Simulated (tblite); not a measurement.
# C16H8F6O2S: the cost of one run

Computed with tblite 0.8.0 and PySCF 2.14.0 and routines of our own; the level stands in each step. Atoms count from 0.

## (1) The system as given

33 atoms, charge 0, multiplicity 1; geometry from: force field, distance geometry or constructed start.

## (2) Relaxing the molecule with GFN2-xTB

Job settings and geometry (Å):

```
{"job": {"kind": "relax", "xc": "GFN2-xTB", "basis": "xTB"}, "charge": 0, "multiplicity": 1}
F     -5.820700     1.646300    -3.803200
C     -5.573200     0.499400    -3.151300
F     -6.275700    -0.614800    -3.439200
C     -4.620100     0.465200    -2.212300
F     -3.925900     1.593700    -1.947600
O     -4.340100    -0.716300    -1.530500
C     -3.425600    -0.636800    -0.508700
C     -3.605100     0.210700     0.590300
C     -2.666900     0.213800     1.623500
C     -1.556000    -0.627300     1.574900
S     -0.379500    -0.599100     2.913100
C      1.148900    -0.265300     2.058000
C      2.234200    -1.127000     2.239600
C      3.449900    -0.884000     1.577700
C      3.569100     0.226900     0.740400
O      4.790100     0.439000     0.159700
C      4.810800     0.556900    -1.227900
F      3.694000     0.321700    -1.962200
C      5.936400     0.876300    -1.869800
F      5.942500     0.974400    -3.216100
F      7.074300     1.105100    -1.182600
C      2.504900     1.110400     0.583200
C      1.300000     0.867700     1.245900
C     -1.402300    -1.500800     0.486100
C     -2.334500    -1.502700    -0.547600
H     -4.482400     0.857800     0.650700
H     -2.818100     0.884700     2.469700
H      2.150500    -1.995500     2.885200
H      4.288900    -1.555700     1.725100
H      2.607600     1.993600    -0.036100
H      0.476400     1.561500     1.107200
H     -0.552100    -2.174400     0.440300
H     -2.210900    -2.186300    -1.387800
```

Started as:

```bash
> OMP_NUM_THREADS=1 python large_run.py task.json out
```

One launch serves the whole session: the jobs run in the order shown.

Q: Estimate the wall time and peak memory of this first job on 1 thread of Intel Xeon Platinum 8375C at 2.90GHz, shared host.

About 8.5 s, with a peak of 0.18 GiB.
